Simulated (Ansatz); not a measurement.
**GaH− (quartet): from Hartree-Fock to the top rungs at distance Ga1–H2 = 5.414 Å, aug-cc-pVDZ**

Aim: climb from Hartree-Fock through coupled cluster and multireference methods for GaH− (quartet) at one geometry and basis, and see what each rung misses.

Program: Ansatz 0.2.0, Gaussian basis. Level of theory: aug-cc-pVDZ, core rule «outside noble gas», up to 14 orbitals frozen. These are calculated values, not measurements.

To be run: UHF; CCSD(T) on ROHF; CCSD(T) on UHF; BCCD(T) on ROHF; CISD as a restricted active space (open shells left free, so some higher excitations enter); CCSDT(Q) on ROHF; CCSDT(Q) on UHF; CASSCF and MRCISD+Q, 5 electrons in 5 orbitals; CASSCF and NEVPT2, 5 electrons in 5 orbitals; Full CI.

16 further runs of the same task are left out: 1 for a known fault of the program, 12 that didn't finish, 3 set aside as unsound or not needed. Runs told in other sessions of the task aren't counted.

**1. The system**

The geometry derives from a PBE0/def2-TZVPD stationary point (not a proven minimum). One bond is set to the value named and the two fragments are kept rigid. No spin-orbit coupling is included. The filled d shell of Ga may be among the frozen orbitals whatever the setting's name suggests.

2 atoms, charge -1, spin multiplicity 4.

Atoms are counted from 1 here; the program's logs count them from 0.

No contacts short enough for the rule that draws bonds.

Coordinates:

```xyz
2
GaH
Ga    0.0000    0.0000    0.0000
H     0.0000    0.0000    5.4140
```

**2. UHF**

Contents of in.yaml:

```yaml
crystal:
  periodic: [false, false, false]
  atoms:
    - {symbol: Ga, position_ang: [0.000000, 0.000000, 0.000000]}
    - {symbol: H, position_ang: [0.000000, 0.000000, 5.414000]}
basis:
  gaussian: {orbitals: aug-cc-pVDZ}
total_charge: -1
magnetization: {spin_polarized: true, initial_magnetization: 3}
hamiltonian: {xc: hf}
output: {orbitals: {seedname: orbitals}}
```

On the command line:

```
$ ansatz run in.yaml --threads 1 --pin off --events-out ev --progress --plain --max-ram 2393MiB
```

Further steps of the session: CCSD(T) on ROHF; CCSD(T) on UHF; BCCD(T) on ROHF; CISD as a restricted active space (open shells left free, so some higher excitations enter); CCSDT(Q) on ROHF; CCSDT(Q) on UHF; CASSCF and MRCISD+Q, 5 electrons in 5 orbitals; CASSCF and NEVPT2, 5 electrons in 5 orbitals; Full CI.

**Question.** What will the summary of the whole plan be? Wanted: FCI from the RHF energy; RMP2 from FCI; UMP2 from FCI; RCCSD from FCI; RCCSD(T) from FCI; UCCSD(T) from FCI; RCCSDT(Q) from FCI; UCCSDT(Q) from FCI; NEVPT2 valence from FCI.

**Answer**, as computed:

```
                         quantity                                                                                value
          FCI from the ROHF energy                                                                           -1.6284 eV
                    RMP2 from FCI                                                                      +11.08 kcal/mol
                    UMP2 from FCI                                                                      +11.21 kcal/mol
                   RCCSD from FCI                                                                       +1.48 kcal/mol
                RCCSD(T) from FCI                                                                       +0.44 kcal/mol
                UCCSD(T) from FCI                                                                       +0.35 kcal/mol
               RCCSDT(Q) from FCI                                                                       +0.01 kcal/mol
               UCCSDT(Q) from FCI                                                                       -0.08 kcal/mol
          NEVPT2 valence from FCI                                                                       +9.67 kcal/mol
        MRCISD+Q valence from FCI                                                                       -0.50 kcal/mol
levels within 1 kcal/mol (43 meV)  RCCSD(T), UCCSD(T), BCCD(T), RCCSDT, UCCSDT, RCCSDT(Q), UCCSDT(Q), MRCISD+Q valence
                    T1 diagnostic                                                                                0.018
   effectively unpaired electrons                                                                                 3.05
```

RCCSD(T) lands +0.44 kcal/mol from the yardstick (1.2 % of the correlation energy). UCCSDT(Q), MRCISD+Q valence fall below full CI: unrestricted runs freeze a spin-polarised core, another one than full CI's, and coupled cluster isn't variational. One determinant dominates. Of the multireference levels listed MRCISD+Q valence comes nearest in total energy (-0.50 kcal/mol), which doesn't show that its space is the better one. These misses are within one basis, not against nature; the frozen cores of restricted and unrestricted runs differ, which can shift their rows.

Levels on UHF freeze UHF's core orbitals, full CI those of ROHF, so the U rows can settle a little off it for that reason alone.

With open shells the CI space here admits some higher excitations, so it is larger than plain CISD.
